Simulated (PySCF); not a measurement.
# H8NdO4 (Nd(H2O)43+): the cost of one run

Program: PySCF 2.14.0. Level of theory: several levels, as the steps say, no spin–orbit coupling. These are calculated values, not measurements.

4 further runs of the same task are left out: 2 for a known fault of the program, 1 that didn't finish, 1 set aside as unsound or not needed.

**1. Starting geometry**

13 atoms, charge 3, spin multiplicity 1.

Bond lengths: Nd1–O2 2.366 Å, Nd1–O5 2.366 Å, Nd1–O8 2.366 Å, Nd1–O11 2.366 Å, O2–H3 0.986 Å, O2–H4 0.986 Å, O5–H6 0.986 Å, O5–H7 0.986 Å, O8–H9 0.986 Å, O8–H10 0.986 Å, O11–H12 0.986 Å, O11–H13 0.986 Å. Angles: O2–Nd1–O5 111.4°, O2–Nd1–O8 105.7°, O2–Nd1–O11 111.4°, O5–Nd1–O8 111.4°, O5–Nd1–O11 105.7°, O8–Nd1–O11 111.4°, Nd1–O2–H3 128.6°, Nd1–O2–H4 128.3°, H3–O2–H4 103.1°, Nd1–O5–H6 128.3°, Nd1–O5–H7 128.6°, H6–O5–H7 103.1°, Nd1–O8–H9 128.3°, Nd1–O8–H10 128.6°, H9–O8–H10 103.1°, Nd1–O11–H12 128.6°, Nd1–O11–H13 128.3°, H12–O11–H13 103.1°.

Coordinates:

```
Nd   -0.00004    0.00000    0.00000
O     1.42909    1.30069    1.36529
H     1.37396    1.46164    2.33638
H     2.23165    1.80837    1.10056
O    -1.42916   -1.36528    1.30071
H    -2.23154   -1.10053    1.80859
H    -1.37398   -2.33646    1.46162
O     1.42909   -1.30069   -1.36529
H     2.23165   -1.80837   -1.10056
H     1.37396   -1.46164   -2.33638
O    -1.42916    1.36528   -1.30071
H    -1.37398    2.33646   -1.46162
H    -2.23154    1.10053   -1.80859
```

Formal oxidation states: Nd +3. Each metal's 3 4f electrons lie in its core potential, so multiplicities, spins and levels count the valence alone. An earlier session relaxed this geometry at r2SCAN, Nd lcecp-1-SVP with ECP49, O def2-SVP, H def2-SVP (singlet, point group S4).

At r2SCAN on the finer grid: E = -338.306723 Eh, HOMO -22.56 eV, LUMO -16.00 eV, Mulliken charge on Nd1 +1.78 e, largest force component 0.034 eV/Å. 

Levels to run: PBE; M06-L; HF; B3LYP; r2SCAN, TZVP. Hardware: 2 threads of Arm Neoverse V1, shared host.

**2. PBE**

File run.py (the lines that set the calculation):

```python
mol = gto.M(atom='''
Nd    -0.00004     0.00000     0.00000
O      1.42909     1.30069     1.36529
H      1.37396     1.46164     2.33638
H      2.23165     1.80837     1.10056
O     -1.42916    -1.36528     1.30071
H     -2.23154    -1.10053     1.80859
H     -1.37398    -2.33646     1.46162
O      1.42909    -1.30069    -1.36529
H      2.23165    -1.80837    -1.10056
H      1.37396    -1.46164    -2.33638
O     -1.42916     1.36528    -1.30071
H     -1.37398     2.33646    -1.46162
H     -2.23154     1.10053    -1.80859''',
    basis={'Nd': 'lcecp-1-SVP', 'O': 'def2-SVP', 'H': 'def2-SVP'},
    ecp={'Nd': 'lcecp-1-SVP'},
    charge=3, spin=0)
mf = dft.RKS(mol, xc='PBE')
mf.grids.atom_grid = (75, 302)  # f atoms: unpruned, at least (60, 302)
mf = mf.density_fit()  # fitting sets: Nd AutoAux, O def2-universal-JKFIT, H def2-universal-JKFIT
mf.conv_tol = 1e-08; mf.max_cycle = 55
mf.kernel(dm0)  # dm0: the density of the relaxed state
```

Started as:

```console
$ OMP_NUM_THREADS=2 python run.py
```

**Question.** How long does this run take on 2 threads of Arm Neoverse V1, shared host?

About 16 s.
